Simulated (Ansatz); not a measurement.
# GeH₃LiS (SMILES [Li][S][GeH3]): single points off equilibrium

A test off equilibrium: a structure displaced at random from a GFN2-xTB minimum is computed at several levels, and each is set against CCSD(T).

Method: single points in def2-TZVPP; program: Ansatz 0.2.0, Gaussian basis.

Correlated methods freeze the cores. Filled d shells of the heavier atoms are correlated. The outer core shell of Li, Na, Mg and K is correlated. B3LYP uses VWN-RPA correlation.

## 1. The starting structure

SMILES `[Li][S][GeH3]`, 6 atoms, charge 0, spin multiplicity 1.

Atoms are counted from 1 here; the program's logs count them from 0.

Bond lengths: Li1–S2 2.079 Å, S2–Ge3 2.277 Å, Ge3–H4 1.512 Å, Ge3–H5 1.654 Å, Ge3–H6 1.522 Å. Angles: Li1–S2–Ge3 105.1°, S2–Ge3–H4 116.8°, S2–Ge3–H5 114.2°, S2–Ge3–H6 120.6°, H4–Ge3–H5 99.7°, H4–Ge3–H6 93.9°, H5–Ge3–H6 108.1°.

Coordinates:

```csv
atom,x (Å),y (Å),z (Å)
Li1,0.23130,-2.36480,1.54950
S2,1.33660,-1.13450,0.29030
Ge3,-0.08060,0.55250,-0.28390
H4,-1.37530,0.15620,-0.95740
H5,0.52140,1.58580,-1.42650
H6,-0.77110,1.38350,0.78820
```

## 2. CCSD(T)/def2-TZVPP

run/in.yaml

```yaml
crystal:
  periodic: [false, false, false]
  atoms:
    - {symbol: Li, position_ang: [0.231300, -2.364800, 1.549500]}
    - {symbol: S, position_ang: [1.336600, -1.134500, 0.290300]}
    - {symbol: Ge, position_ang: [-0.080600, 0.552500, -0.283900]}
    - {symbol: H, position_ang: [-1.375300, 0.156200, -0.957400]}
    - {symbol: H, position_ang: [0.521400, 1.585800, -1.426500]}
    - {symbol: H, position_ang: [-0.771100, 1.383500, 0.788200]}
basis:
  gaussian: {orbitals: def2-TZVPP}
correlation: {method: ccsd_t}
output: {forces: true}
```

The command line of these runs was not kept.

## 3. PBE0-D4/def2-TZVPP

Edit run/in.yaml of step 2 so:

```diff
@@ -11,3 +11,3 @@
   gaussian: {orbitals: def2-TZVPP}
-correlation: {method: ccsd_t}
-output: {forces: true}
+hamiltonian: {xc: pbe0, dispersion: d4}
+output: {forces: true, orbitals: {seedname: orbitals}}
```

## 4. wB97M-V/def2-TZVPP

Edit run/in.yaml of step 3 so:

```diff
@@ -11,3 +11,3 @@
   gaussian: {orbitals: def2-TZVPP}
-hamiltonian: {xc: pbe0, dispersion: d4}
-output: {forces: true, orbitals: {seedname: orbitals}}
+hamiltonian: {xc: {name: wB97M-V}}
+output: {forces: true}
```

## 5. r2SCAN-D4/def2-TZVPP

Edit run/in.yaml of step 4 so:

```diff
@@ -11,3 +11,3 @@
   gaussian: {orbitals: def2-TZVPP}
-hamiltonian: {xc: {name: wB97M-V}}
+hamiltonian: {xc: r2scan, dispersion: d4}
 output: {forces: true}
```

## 6. PBE-D4/def2-TZVPP

Edit run/in.yaml of step 5 so:

```diff
@@ -11,3 +11,3 @@
   gaussian: {orbitals: def2-TZVPP}
-hamiltonian: {xc: r2scan, dispersion: d4}
+hamiltonian: {xc: pbe, dispersion: d4}
 output: {forces: true}
```

## 7. B3LYP-D4/def2-TZVPP

Edit run/in.yaml of step 6 so:

```diff
@@ -11,3 +11,3 @@
   gaussian: {orbitals: def2-TZVPP}
-hamiltonian: {xc: pbe, dispersion: d4}
+hamiltonian: {xc: {name: B3LYP}, dispersion: d4}
 output: {forces: true}
```

## 8. revPBE-D4/def2-TZVPP

Edit run/in.yaml of step 7 so:

```diff
@@ -11,3 +11,3 @@
   gaussian: {orbitals: def2-TZVPP}
-hamiltonian: {xc: {name: B3LYP}, dispersion: d4}
+hamiltonian: {xc: {name: revPBE}, dispersion: d4}
 output: {forces: true}
```

(Steps that only read results are left out.)

Q: Predict the outcome of this session. Wanted: energy less free atoms, CCSD(T)/def2-TZVPP; RMS force component; RMS force error; HOMO and LUMO, PBE0-D4; T1 diagnostic.

**Answer**, as computed:

```
                                  quantity                                                                                              value
energy less free atoms, CCSD(T)/def2-TZVPP                                                                                         -15.074 eV
                       RMS force component                                                               0.680 to 0.734 eV/Å over the methods
                           RMS force error  PBE0-D4 0.077, wB97M-V 0.035, r2SCAN-D4 0.039, PBE-D4 0.146, B3LYP-D4 0.094, revPBE-D4 0.157 eV/Å
                    HOMO and LUMO, PBE0-D4                                                                                 -6.08 and -1.43 eV
                             T1 diagnostic                                                                                              0.011
```

**Reading.** Against CCSD(T) the functionals' energies less atoms differ by -0.351 to +0.162 eV, PBE-D4 by -0.162 eV. The reference is not at the basis limit: in triple zeta CCSD(T) underbinds, which counts against methods that bind more; the gaps are no ranking. For forces wB97M-V does best and revPBE-D4 worst. Frozen-core CCSD(T) forces in triple zeta carry basis errors of their own, and this is one geometry, so small gaps rank nothing.
